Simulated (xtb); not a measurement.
**GFN2-xTB run of CH10Ge2NP (SMILES [PH2][GeH2][CH2][NH][GeH3])**

We compute an optimisation with harmonic vibrations of CH10Ge2NP. 

The results are computed with xtb 6.7.1.

2 further runs of the same task are left out: 2 set aside as unsound or not needed.

## 1. The molecule

The species is CH10Ge2NP (15 atoms), meant as a singlet with charge 0. SMILES: `[PH2][GeH2][CH2][NH][GeH3]`. All atoms were displaced at random from a relaxed shape. The run starts from this shape.

Bond lengths: P1–Ge2 2.349 Å, Ge2–C3 1.928 Å, C3–N4 1.465 Å, N4–Ge5 1.805 Å, P1–H6 1.444 Å, P1–H7 1.375 Å, Ge2–H8 1.423 Å, Ge2–H9 1.549 Å, C3–H10 1.029 Å, C3–H11 1.118 Å, N4–H12 1.083 Å, Ge5–H13 1.451 Å, Ge5–H14 1.530 Å, Ge5–H15 1.502 Å. Some angles: P1–Ge2–C3 108.4°, Ge2–C3–N4 113.8°, C3–N4–Ge5 127.4°, P1–Ge2–H8 113.1°, P1–Ge2–H9 110.0°, C3–Ge2–H8 110.4°, C3–Ge2–H9 110.7°, Ge2–P1–H6 92.8°, Ge2–P1–H7 93.8°, Ge2–C3–H10 108.6°.

## 2. An optimisation with harmonic vibrations at GFN2-xTB

Input file input.xyz:

```xyz
15

P     -1.70427     1.25328     2.63243
Ge    -0.91780     0.83419     0.45869
C     -0.22488    -0.96440     0.39682
N      0.25415    -1.36719    -0.92725
Ge     1.34880    -0.44279    -2.02478
H     -0.36934     1.39375     3.16429
H     -1.77807     2.61336     2.44087
H     -1.91358     1.01648    -0.54077
H      0.18308     1.85810     0.08770
H     -0.95528    -1.60930     0.72664
H      0.61109    -1.04954     1.13413
H      0.56666    -2.40091    -0.84712
H      0.53064     0.65986    -2.49429
H      2.60273     0.04233    -1.29362
H      1.66314    -1.46326    -3.08116
```

Started as:

```sh
xtb input.xyz --ohess normal > xtb.out 2> xtb.err
```

What values should one expect? Wanted: total energy at the end; dipole moment; HOMO energy; LUMO energy; HOMO–LUMO gap; dispersion energy; mean polarisability; lowest harmonic wavenumber; highest harmonic wavenumber.

Computed results:

Level: GFN2-xTB.

```
                      quantity          value
       total energy at the end   -16.51312 Eh
                 dipole moment         1.42 D
                   HOMO energy      -10.08 eV
                   LUMO energy       -5.56 eV
                 HOMO–LUMO gap        4.53 eV
             dispersion energy  -29.22 kJ/mol
mean polarisability (D4 model)    110.7 bohr³
    lowest harmonic wavenumber        29 cm⁻¹
   highest harmonic wavenumber      3356 cm⁻¹
             zero-point energy   250.6 kJ/mol
```

In words: At the final geometry: Bond lengths: P1–Ge2 2.304 Å, Ge2–C3 1.986 Å, C3–N4 1.447 Å, N4–Ge5 1.804 Å, P1–H6 1.388 Å, P1–H7 1.387 Å, Ge2–H8 1.510 Å, Ge2–H9 1.518 Å, C3–H10 1.099 Å, C3–H11 1.103 Å, N4–H12 1.013 Å, Ge5–H13 1.494 Å, Ge5–H14 1.510 Å, Ge5–H15 1.493 Å. Some angles: P1–Ge2–C3 106.3°, Ge2–C3–N4 115.8°, C3–N4–Ge5 125.0°, P1–Ge2–H8 111.0°, P1–Ge2–H9 113.7°, C3–Ge2–H8 110.5°, C3–Ge2–H9 110.6°, Ge2–P1–H6 92.4°, Ge2–P1–H7 93.5°, Ge2–C3–H10 106.5°. All 39 modes are real, though the softest (29 cm⁻¹) is within numerical noise.
